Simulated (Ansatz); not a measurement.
Write a Python script for Ansatz's Python interface that makes a rigid scan of one bond length of AlBrFHS, SMILES [F][Al]([SH])[Br]. Settings (for the species named): PBE0, def2-SVP basis, multiplicity 1, D4 dispersion.

```
atom    x (Å)    y (Å)    z (Å)
   F  -1.0680  -1.3906   1.3374
  Al  -0.4301  -0.4126  -0.0504
   S   1.7479   0.1099  -0.0879
  Br  -1.7565   0.3086  -1.8311
   H   1.5566   1.3110   0.5906
```

The script, `albrfhs_scan.py`:
```python
# -*- coding: utf-8 -*-
"""Stretching a bond of AlBrFHS, the rest held rigid."""

import ansatz
import numpy as np

geometry_ang = [
    ("F", [-1.068, -1.3906, 1.3374]),
    ("Al", [-0.4301, -0.4126, -0.0504]),
    ("S", [1.7479, 0.1099, -0.0879]),
    ("Br", [-1.7565, 0.3086, -1.8311]),
    ("H", [1.5566, 1.311, 0.5906]),
]
molecule = ansatz.Crystal.molecule()
for symbol, xyz in geometry_ang:
    molecule = molecule.atom(symbol, xyz)

symbols = [site.symbol for site in molecule.cartesian_sites]
start = np.array([site.position_ang for site in molecule.cartesian_sites])
axis = (start[4] - start[2]) / np.linalg.norm(start[4] - start[2])
moving = [4]
lengths, energies = [1.226, 1.281, 1.337, 1.393, 1.448, 1.504, 1.56, 1.643], []
for length in lengths:
    xyz = start.copy()
    xyz[moving] += (length - np.linalg.norm(start[4] - start[2])) * axis
    point = ansatz.Crystal.molecule()
    for symbol, place in zip(symbols, xyz):
        point = point.atom(symbol, place.tolist())
    calculation = (
        point.calculation()
        .basis(gaussian="def2-SVP")
        .functional("PBE0", dispersion="d4")
    )
    report = calculation.run(threads=1, pin="off").report
    energies.append(report["free_energy_ev"])
    print(f"r = {length:6.3f} A  E = {energies[-1]:.5f} eV  <S^2> = {abs(report['mean_field']['state']['spin_squared']):.3f}")

# quartic fit about the minimum
fit = np.polynomial.Polynomial.fit(lengths, np.array(energies) - min(energies), 4).convert()
roots = [r.real for r in fit.deriv().roots() if abs(r.imag) < 1e-9 and fit.deriv(2)(r.real) > 0]
r_e = min(roots, key=lambda r: abs(r - lengths[int(np.argmin(energies))]))
print(f"minimum of the fit at {r_e:.4f} A, force constant {fit.deriv(2)(r_e):.2f} eV/A^2")
```

```console
$ python albrfhs_scan.py
r =  1.226 A  E = -90182.44216 eV  <S^2> = 0.000
r =  1.281 A  E = -90182.63142 eV  <S^2> = 0.000
r =  1.337 A  E = -90182.70582 eV  <S^2> = 0.000
r =  1.393 A  E = -90182.69006 eV  <S^2> = 0.000
r =  1.448 A  E = -90182.60889 eV  <S^2> = 0.000
r =  1.504 A  E = -90182.47678 eV  <S^2> = 0.000
r =  1.560 A  E = -90182.30842 eV  <S^2> = 0.000
r =  1.643 A  E = -90182.01451 eV  <S^2> = 0.000
minimum of the fit at 1.3534 A, force constant 26.56 eV/A^2
```

What to keep in mind:
- The settings weren't tested for convergence.
- The rest of the molecule is held rigid at a force-field or estimated start geometry, and the basis set is modest; single-reference methods fail as a bond breaks.
- The orbitals are restricted, so S² is zero by construction.
- Processor time in the engine: 16 s on 1 thread of Intel(R) Xeon(R) Processor @ 2.30GHz, on a shared host, peak memory 0.28 GiB.
